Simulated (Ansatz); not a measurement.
# Cl2H2Sn: a dynamics run in two tries

Aim: a short trajectory for this system. SMILES of the start: [Cl][SnH2][Cl].

All numbers below are computed with Ansatz 0.2.0 (RKS CAM-B3LYP/def2-SVP).

## Step 1: Starting point

Bond lengths: Sn1–H2 1.697 Å, Sn1–H3 1.697 Å, Sn1–Cl4 2.341 Å, Sn1–Cl5 2.341 Å. Angles: H2–Sn1–H3 118.3°, H2–Sn1–Cl4 107.7°, H2–Sn1–Cl5 107.7°, H3–Sn1–Cl4 107.7°, H3–Sn1–Cl5 107.7°, Cl4–Sn1–Cl5 107.1°.

Structure file:

```xyz
5

Sn    0.0444    0.0000    0.0315
H    -0.0866    0.0000    1.7238
H     1.5963    0.0000   -0.6557
Cl   -1.0917    1.8831   -0.7720
Cl   -1.0917   -1.8831   -0.7720
```

## Step 2: The run

input.yaml

```yaml
crystal:
  periodic: [false, false, false]
  atoms:
    - { symbol: Sn, position_ang: [0.044354, 0.0, 0.031519] }
    - { symbol: H, position_ang: [-0.08658, 0.0, 1.723758] }
    - { symbol: H, position_ang: [1.596304, 0.0, -0.655695] }
    - { symbol: Cl, position_ang: [-1.091739, 1.883149, -0.771991] }
    - { symbol: Cl, position_ang: [-1.091739, -1.883149, -0.771991] }
basis:
  gaussian: { orbitals: def2-SVP }
hamiltonian:
  xc: cam_b3lyp
md:
  timestep: 50.0
  n_steps: 25
  ensemble: nve
  temperature: 700.0
  initial_velocities: maxwell_boltzmann
  seed: 867808
```

Launch:

```
$ ansatz run input.yaml --threads 1 --pin off --max-ram 2048MiB --backend cpu --events-out ev --progress --plain --runs-dir out
```

**Question.** What will these runs give? Wanted: first try.

The runs gave:

```
 quantity                                                                                                                value
first try                                                                                                              timeout
    cause  the time step is longer than any vibration's period allows, so each step throws atoms far past their turning points
```

**Reading.** The program did not catch the first fault at the input check, so it cost a run.
